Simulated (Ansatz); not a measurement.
# CoW3: the cost of one run

Program: Ansatz 0.2.0. Level of theory: DFT PBE, scalar-relativistic, plane waves, PAW. These are calculated values, not measurements.

2 further runs of the same task are left out: 1 that didn't finish, 1 set aside as unsound or not needed.

## (1) The structure to begin with

It takes space group Pm-3m (No. 221, cubic). The conventional cell has a = 3.899 Å, b = 3.899 Å, c = 3.899 Å, α = 90.00°, β = 90.00°, γ = 90.00°. Co (site symmetry m-3m) is surrounded by 12 W at 2.76 Å. W (site symmetry 4/mmm) has 4 Co at 2.76 Å and 8 W at 2.76 Å in its first shell of neighbours.

Coordinates:

```cif
data_structure
_symmetry_space_group_name_H-M 'P 1'
_symmetry_Int_Tables_number 1
_cell_length_a 3.8992
_cell_length_b 3.8992
_cell_length_c 3.8992
_cell_angle_alpha 90.000
_cell_angle_beta 90.000
_cell_angle_gamma 90.000
_cell_volume 59.28
loop_
_atom_site_label
_atom_site_type_symbol
_atom_site_fract_x
_atom_site_fract_y
_atom_site_fract_z
_atom_site_occupancy
Co1 Co 0.00000 0.00000 0.00000 1
W1 W 0.00000 0.50000 0.50000 1
W2 W 0.50000 0.00000 0.50000 1
W3 W 0.50000 0.50000 0.00000 1
```

It goes back to an entry of the Materials Project, which need not be the stable form.

It is the result of an earlier relaxation at this level (volume 14.82 Å³/atom; gap on the mesh: none (metal)).

## (2) The reference: the undisturbed cell on the scan's mesh

Contents of input.yaml:

```yaml
crystal:
  lattice:
    - [3.899207396, 0.0, 0.0]
    - [0.0, 3.899207396, 0.0]
    - [0.0, 0.0, 3.899207396]
  atoms:
    - { symbol: Co, position: [0.0, 0.0, 0.0] }
    - { symbol: W, position: [0.0, 0.5, 0.5] }
    - { symbol: W, position: [0.5, 0.0, 0.5] }
    - { symbol: W, position: [0.5, 0.5, 0.0] }
basis:
  ecutwfc: 420
kpoints:
  mp_grid: { grid: [10, 10, 10] }
hamiltonian:
  xc: pbe
scf:
  occupations: { method: gaussian, width: 0.15 }
output:
  forces: true
  stress: true
  eigenvalues: true
```

Started as:

```sh
$ ansatz run input.yaml --threads 2 --pin off --max-ram 5120MiB --backend cpu --events-out ev --progress --plain --runs-dir out
```

Q: Estimate wall time and peak memory on 2 threads of Intel Xeon 6975P-C (Granite Rapids), shared host.

About 1.5 s, with a peak of 0.44 GiB.
